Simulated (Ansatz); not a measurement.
# NaSe+ (triplet): wave-function methods side by side at distance Se1–Na2 = 2.957 Å, cc-pVTZ

Aim: climb from Hartree-Fock through coupled cluster and multireference methods for NaSe+ (triplet) at one geometry and basis, and see what each rung misses.

Computed with Ansatz 0.2.0, Gaussian basis. Level: cc-pVTZ, core rule «outside noble gas», up to 19 orbitals frozen.

The runs, in order: UHF; CCSD(T) on ROHF; CCSD(T) on UHF; BCCD(T) on ROHF; CISD; CCSDT(Q) on ROHF; CCSDT(Q) on UHF; CASSCF and MRCISD+Q, 4 electrons in 4 orbitals; CASSCF and NEVPT2, 4 electrons in 4 orbitals.

32 further runs of the same task are left out: 23 for a known fault of the program, 7 that didn't finish, 2 set aside as unsound or not needed.

## 1. What is computed

The geometry derives from a PBE0/def2-TZVP stationary point (not a proven minimum). One bond is set to the value named and the two fragments are kept rigid. No spin-orbit coupling is included. The filled d shell of Se may be among the frozen orbitals whatever the setting's name suggests; the logs give the count.

2 atoms, charge 1, spin multiplicity 3.

Atoms are counted from 1 here; the program's logs count them from 0.

Bond lengths: Se1–Na2 2.957 Å.

## 2. UHF

in.yaml

```yaml
crystal:
  periodic: [false, false, false]
  atoms:
    - {symbol: Se, position_ang: [0.000000, 0.000000, 0.000000]}
    - {symbol: Na, position_ang: [0.000000, 0.000000, 2.957400]}
basis:
  gaussian: {orbitals: cc-pVTZ}
total_charge: 1
magnetization: {spin_polarized: true, initial_magnetization: 2}
hamiltonian: {xc: hf}
output: {orbitals: {seedname: orbitals}}
```

Launch:

```
$ ansatz run in.yaml --threads 1 --pin off --events-out ev --progress --plain --max-ram 2393MiB
```

The runs that follow: CCSD(T) on ROHF; CCSD(T) on UHF; BCCD(T) on ROHF; CISD; CCSDT(Q) on ROHF; CCSDT(Q) on UHF; CASSCF and MRCISD+Q, 4 electrons in 4 orbitals; CASSCF and NEVPT2, 4 electrons in 4 orbitals.

Q: Predict the results of all the runs planned. Wanted: UCCSDT(Q) below the RHF energy; RMP2 from UCCSDT(Q); UMP2 from UCCSDT(Q); RCCSD from UCCSDT(Q); RCCSD(T) from UCCSDT(Q); UCCSD(T) from UCCSDT(Q); RCCSDT(Q) from UCCSDT(Q); T1 diagnostic.

**Answer**, as computed:

```
                         quantity                                                   value
   UCCSDT(Q) below the RHF energy                                              -3.5005 eV
              RMP2 from UCCSDT(Q)                                         +14.34 kcal/mol
              UMP2 from UCCSDT(Q)                                         +14.79 kcal/mol
             RCCSD from UCCSDT(Q)                                          +3.11 kcal/mol
          RCCSD(T) from UCCSDT(Q)                                          +0.66 kcal/mol
          UCCSD(T) from UCCSDT(Q)                                          +0.46 kcal/mol
         RCCSDT(Q) from UCCSDT(Q)                                          +0.21 kcal/mol
levels within 1 kcal/mol (43 meV)  RCCSD(T), UCCSD(T), BCCD(T), RCCSDT, UCCSDT, RCCSDT(Q)
                    T1 diagnostic                                                   0.016
```

**Reading.** RCCSD(T) lands +0.66 kcal/mol from the yardstick (0.8 % of the correlation energy). These misses are within one basis, not against nature; the frozen cores of restricted and unrestricted runs differ, which can shift their rows.
